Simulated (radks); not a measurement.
# Nb³⁺ in [Ar] 3d10 4s2 4p4 4d2 5p2: an all-electron calculation

An exercise on one series of results from a longer session: the logs are not shown, and one member is left open.

Method: Dirac Kohn-Sham, BLYP, spin-unpolarised, spherical densities, point nucleus; open shells fill j = l - 1/2 first. Code: radks (a radial shooting solver on a logarithmic mesh, Libxc functionals) version 1.

**The system**

| Property | Result |
| --- | --- |
| element | niobium (Z = 41) |
| charge | +3 |
| electrons | 38 |
| configuration | [Ar] 3d10 4s2 4p4 4d2 5p2 |

The first run:

Input:

```text
Z 41
configuration [Ar] 3d10 4s2 4p4 4d2 5p2
relativity Dirac
functional b88,lyp
spin unpolarised
j_filling energy
nucleus point
c 137.035999084
```

Steps of the session up to this table: Self-consistent calculation.

One table of the session follows, with a row left open; its other results are not shown here.

It belongs to the step «Orbitals and density». Sizes of the orbitals, from the radial functions (bohr):

| level | <r> | outermost maximum (interpolated) | 90 % within | nodes |
| --- | --- | --- | --- | --- |
| 1s1/2 | 0.03609 | 0.0235 | 0.0646 | 0 |
| 2s1/2 | 0.1577 | 0.133 | 0.244 | 1 |
| 2p1/2 | 0.1346 | 0.104 | 0.220 | 0 |
| 2p3/2 | 0.1391 | 0.108 | 0.226 | 0 |
| 3s1/2 | 0.4428 | 0.396 | 0.655 | 2 |
| 3p1/2 | 0.4382 | 0.383 | 0.664 | 1 |
| 3p3/2 | 0.4487 | 0.392 | 0.679 | 1 |
| 3d3/2 | 0.4300 | 0.332 | 0.689 | 0 |
| 3d5/2 | 0.4335 | 0.335 | 0.695 | 0 |
| 4s1/2 | 1.118 | 1.02 | 1.62 | 3 |
| 4p1/2 | 1.208 | 1.08 | 1.77 | 2 |
| 4p3/2 | 1.233 | 1.10 | 1.81 | 2 |
| 4d3/2 | 1.542 | 1.30 | 2.34 | 1 |
| 4d5/2 | 1.551 | 1.31 | 2.36 | 1 |
| 5p1/2 | ? | ? | ? | ? |
| 5p3/2 | 2.971 | 2.75 | 4.24 | 3 |

**Question.** Estimate the row for 5p1/2.

**Answer.** <r>: 2.924; outermost maximum (interpolated): 2.71; 90 % within: 4.17; nodes: 3. In the column «<r>» it lies between 4d5/2 (1.551) and 5p3/2 (2.971).
